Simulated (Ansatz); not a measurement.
Task: a rigid scan of one bond length of CH₆SSn, SMILES S[CH2][SnH3], with Ansatz 0.2.0 through its Python package. Give the script and its output. Settings (for the species named): Hartree-Fock, def2-SVP basis, multiplicity 1.

```xyz
9

S    -1.8582   -0.0919   -0.7185
C    -0.2320    0.5978   -0.4945
Sn    0.8281   -0.7070    0.7934
H    -2.1916    1.0281   -1.5825
H    -0.2773    1.6043   -0.0564
H     0.2898    0.6758   -1.4742
H     2.5072   -0.0828    1.0404
H     0.9776   -2.2857    0.0819
H     0.0449   -0.7849    2.3932
```

The script, `ch6ssn.py`:
```python
# -*- coding: utf-8 -*-
'''Stretching a bond of CH6SSn, the rest held rigid.'''

import warnings

import ansatz as az
import numpy as np

GEOMETRY = '''
S    -1.85820   -0.09190   -0.71850
C    -0.23200    0.59780   -0.49450
Sn    0.82810   -0.70700    0.79340
H    -2.19160    1.02810   -1.58250
H    -0.27730    1.60430   -0.05640
H     0.28980    0.67580   -1.47420
H     2.50720   -0.08280    1.04040
H     0.97760   -2.28570    0.08190
H     0.04490   -0.78490    2.39320
'''

warnings.simplefilter('ignore', az.DeckWarning)

system = az.Crystal.molecule()
for line in GEOMETRY.strip().splitlines():
    symbol, *xyz = line.split()
    system = system.atom(symbol, [float(v) for v in xyz])

symbols = [site.symbol for site in system.cartesian_sites]
start = np.array([site.position_ang for site in system.cartesian_sites])
axis = (start[6] - start[2]) / np.linalg.norm(start[6] - start[2])
moving = [6]
lengths, energies = [1.591, 1.664, 1.736, 1.808, 1.881, 1.953, 2.025, 2.134], []
for length in lengths:
    xyz = start.copy()
    xyz[moving] += (length - np.linalg.norm(start[6] - start[2])) * axis
    point = az.Crystal.molecule()
    for symbol, place in zip(symbols, xyz):
        point = point.atom(symbol, place.tolist())
    setup = (
        point.calculation()
        .basis(gaussian='def2-SVP')
        .functional('HF')
    )
    data = setup.run(threads=1).report
    energies.append(data['free_energy_ev'])
    print(f'r = {length:6.3f} A  E = {energies[-1]:.5f} eV  <S^2> = {abs(data["mean_field"]["state"]["spin_squared"]):.3f}')

# quartic fit about the minimum
fit = np.polynomial.Polynomial.fit(lengths, np.array(energies) - min(energies), 4).convert()
roots = [r.real for r in fit.deriv().roots() if abs(r.imag) < 1e-9 and fit.deriv(2)(r.real) > 0]
r_e = min(roots, key=lambda r: abs(r - lengths[int(np.argmin(energies))]))
print(f'minimum of the fit at {r_e:.4f} A, force constant {fit.deriv(2)(r_e):.2f} eV/A^2')
```

Output of `python ch6ssn.py`:
```text
r =  1.591 A  E = -17742.37529 eV  <S^2> = 0.000
r =  1.664 A  E = -17742.48919 eV  <S^2> = 0.000
r =  1.736 A  E = -17742.50745 eV  <S^2> = 0.000
r =  1.808 A  E = -17742.45500 eV  <S^2> = 0.000
r =  1.881 A  E = -17742.34764 eV  <S^2> = 0.000
r =  1.953 A  E = -17742.20218 eV  <S^2> = 0.000
r =  2.025 A  E = -17742.02817 eV  <S^2> = 0.000
r =  2.134 A  E = -17741.72846 eV  <S^2> = 0.000
minimum of the fit at 1.7164 A, force constant 14.74 eV/A^2
```

Reading the output:
- Total energies depend on the basis set; only differences at equal settings carry meaning.
- The rest of the molecule is held rigid at a force-field or estimated start geometry, and the basis set is modest; single-reference methods fail as a bond breaks.
- def2 sets replace the cores of elements past krypton by effective core potentials.
- Hartree-Fock leaves correlation out, so bond, atomisation and ionisation energies come out well too low.
- The orbitals are restricted, so S² is zero by construction.
- It ran for 9.4 s on 1 thread of Arm Neoverse V1, with other jobs on the host, peak memory 0.22 GiB.
